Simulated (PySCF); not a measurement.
# A diatomic session: SrB+

The task here is to estimate one member of a computed series from the others.

Method: Sr def2-SVP with ECP28, B def2-SVP, scalar-relativistic core potentials; program: PySCF 2.14.0.

Set-up of the first run:

The job is set up so:

```
atoms                         : Sr, B
charge                        : 1
basis                         : Sr def2-SVP with ECP28, B def2-SVP
Hamiltonian                   : scalar-relativistic core potentials
basis functions               : 37
electrons treated             : 14
masses in u                   : 87.9056, 11.0093
levels                        : PBE0, PBE, r²SCAN, M06-2X, MN15, PW91, LC-ωPBE, HF, MP2, SCS-MP2, CCSD, CCSD(T)
grid                          : 80 radial by 434 angular points
occupations                   : held fixed by the projection of orbital angular momentum
dissociation limit            : Sr+ + B, each in its ground configuration
starting distance in angstrom : 2.625
values of 2S to try           : 0, 2
```

Launch:

```sh
$ OMP_NUM_THREADS=1 python dia.py task.json out
```

Steps of the session up to this table: Input; PBE0 along the bond; Other states along the same grid; PBE (GGA); r²SCAN (meta-GGA); M06-2X; MN15; PW91; LC-ωPBE (range-separated hybrid); UHF; MP2 and coupled cluster.

One of the session's tables, all rows but one given; the rest of the session is left out.

| level | Re (Å) | ωe (cm⁻¹) | De (eV) |
| --- | --- | --- | --- |
| UHF | 2.665 | 397 | 0.372 |
| UHF-MP2 | 2.634 | 385 | 0.58 |
| UHF-SCS-MP2 | 2.631 | 392 | 0.459 |
| UHF-CCSD | 2.660 | 350 | 0.52 |
| UHF-CCSD(T) | 2.670 | 343 | 0.57 |
| PBE | ? | ? | ? |
| PW91 | 2.637 | 374 | 1.38 |
| r²SCAN | 2.629 | 388 | 1.37 |
| PBE0 | 2.619 | 391 | 1.19 |
| MN15 | 2.626 | 369 | 1.09 |
| M06-2X | 2.604 | 407 | 0.98 |
| LC-ωPBE | 2.588 | 428 | 1.11 |

Estimate the missing values for PBE.

As computed: Re (Å): 2.643; ωe (cm⁻¹): 369; De (eV): 1.34. In the column «Re (Å)» it lies between PW91 (2.637) and UHF-CCSD (2.660).

De is counted to Sr+ + B in their ground configurations.
